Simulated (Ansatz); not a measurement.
**CH8OSi2: one species, many methods**

An exercise on one series of results from a longer session: the logs are not shown, and one member is left open.

The runs use Ansatz 0.2.0, Gaussian basis; functionals in def2-TZVPP, the program's frozen cores in correlated methods.

Levels to be run: LDA (SPW92), PBE-D4, revPBE-D4, BLYP-D4, r2SCAN-D4, B97M-V, PBE0-D4, B3LYP-D4, r2SCANh-D4, r2SCAN0-D4, HSE06-D4, BHLYP-D4, CAM-B3LYP-D4, LC-ωPBE, ωB97X-V, ωB97M-V, B2PLYP, PBE-QIDH; CCSD(T)/def2-SVP; CCSD(T)/def2-TZVPP; MP2/def2-QZVPP; extrapolation to the limit; RPA on PBE.

### The relaxed structure

The geometry comes from an earlier relaxation with PBE0-D4 in a triple-zeta def2 set; it is a stationary point, not always the lowest conformer.

SMILES `CO[SiH2][SiH3]`, 12 atoms, charge 0, spin multiplicity 1.

Atoms are counted from 1 here; the program's logs count them from 0.

Bond lengths: C1–O2 1.409 Å, C1–H5 1.091 Å, C1–H6 1.096 Å, C1–H7 1.096 Å, O2–Si3 1.647 Å, Si3–Si4 2.337 Å, Si3–H8 1.494 Å, Si3–H9 1.494 Å, Si4–H10 1.489 Å, Si4–H11 1.487 Å, Si4–H12 1.487 Å. Angles: O2–C1–H5 108.3°, O2–C1–H6 111.4°, O2–C1–H7 111.4°, H5–C1–H6 108.5°, H5–C1–H7 108.5°, H6–C1–H7 108.6°, C1–O2–Si3 122.3°, O2–Si3–Si4 107.0°, O2–Si3–H8 110.4°, O2–Si3–H9 110.4°, Si4–Si3–H8 111.2°, Si4–Si3–H9 111.2°, H8–Si3–H9 106.5°, Si3–Si4–H10 109.1°, Si3–Si4–H11 110.7°, Si3–Si4–H12 110.7°, H10–Si4–H11 108.7°, H10–Si4–H12 108.7° and more.

Geometry (Å):

```mol
CH8OSi2
  3D, bonds by distance, orders not assigned

 12 11  0  0  0  0  0  0  0  0999 V2000
   -0.0615    2.2283    0.5109 C   0  0
    0.2541    0.8552    0.5475 O   0  0
   -0.3696   -0.2193   -0.5344 Si  0  0
    0.4963   -2.3205    0.0114 Si  0  0
    0.4716    2.7242    1.3237 H   0  0
   -1.1365    2.3955    0.6458 H   0  0
    0.2463    2.6844   -0.4374 H   0  0
   -1.8626   -0.2164   -0.4710 H   0  0
   -0.0021    0.1717   -1.9290 H   0  0
   -0.0403   -3.3316   -0.9409 H   0  0
    0.1006   -2.7091    1.3912 H   0  0
    1.9804   -2.3176   -0.0838 H   0  0
  1  2  8  0
  2  3  8  0
  3  4  8  0
  1  5  8  0
  1  6  8  0
  1  7  8  0
  3  8  8  0
  3  9  8  0
  4 10  8  0
  4 11  8  0
  4 12  8  0
M  END
```

Set-up of the first run:

The input, in.yaml:

```yaml
crystal:
  periodic: [false, false, false]
  atoms:
    - {symbol: C, position_ang: [-0.061473, 2.228295, 0.510880]}
    - {symbol: O, position_ang: [0.254088, 0.855228, 0.547519]}
    - {symbol: Si, position_ang: [-0.369576, -0.219295, -0.534381]}
    - {symbol: Si, position_ang: [0.496333, -2.320540, 0.011371]}
    - {symbol: H, position_ang: [0.471602, 2.724221, 1.323706]}
    - {symbol: H, position_ang: [-1.136533, 2.395495, 0.645830]}
    - {symbol: H, position_ang: [0.246302, 2.684394, -0.437362]}
    - {symbol: H, position_ang: [-1.862557, -0.216396, -0.471040]}
    - {symbol: H, position_ang: [-0.002062, 0.171679, -1.929046]}
    - {symbol: H, position_ang: [-0.040291, -3.331557, -0.940899]}
    - {symbol: H, position_ang: [0.100573, -2.709096, 1.391191]}
    - {symbol: H, position_ang: [1.980396, -2.317627, -0.083767]}
basis:
  gaussian: {orbitals: def2-TZVPP}
hamiltonian: {xc: lda}
output: {orbitals: {seedname: orbitals}}
```

Steps of the session up to this table: LDA; PBE-D4 (GGA); revPBE-D4 (GGA); BLYP-D4 (GGA); r2SCAN-D4 (meta-GGA); B97M-V (meta-GGA); PBE0-D4 (hybrid); B3LYP-D4 (hybrid); r2SCANh-D4 (hybrid); r2SCAN0-D4 (hybrid); HSE06-D4 (hybrid); BHLYP-D4 (hybrid); CAM-B3LYP-D4 (range-separated); LC-ωPBE-D4 (range-separated; the results give it without D4); ωB97X-V (range-separated); ωB97M-V (range-separated); B2PLYP (double hybrid); PBE-QIDH (double hybrid).

One of the session's tables, all rows but one given; the rest of the session is left out.

It belongs to the step «Frontier levels by functional». 

| functional | HOMO (eV) | gap (eV) |
| --- | --- | --- |
| LDA (SPW92) | -6.77 | 5.46 |
| PBE-D4 | -6.68 | 5.60 |
| revPBE-D4 | -6.64 | 5.67 |
| BLYP-D4 | ? | ? |
| r2SCAN-D4 | -7.02 | 6.24 |
| B97M-V | -7.19 | 6.17 |
| PBE0-D4 | -8.12 | 7.92 |
| B3LYP-D4 | -7.92 | 7.55 |
| r2SCANh-D4 | -7.58 | 7.11 |
| r2SCAN0-D4 | -8.30 | 8.27 |
| HSE06-D4 | -7.73 | 7.14 |
| BHLYP-D4 | -9.20 | 9.94 |
| CAM-B3LYP-D4 | -9.43 | 10.29 |
| LC-ωPBE | -10.74 | 12.73 |
| ωB97X-V | -10.42 | 12.28 |
| ωB97M-V | -10.19 | 11.74 |

Q: Estimate the row for BLYP-D4 from the others.

Worked estimate for «HOMO (eV)». Against the share of exact exchange, B3LYP-D4 (0.2, -7.92), BHLYP-D4 (0.5, -9.20) give a slope of -4.27 per unit share; at 0 the line stands at -7.07.

The run gave: HOMO (eV): -6.60; gap (eV): 5.70. In «HOMO (eV)» the line misses by -0.47.
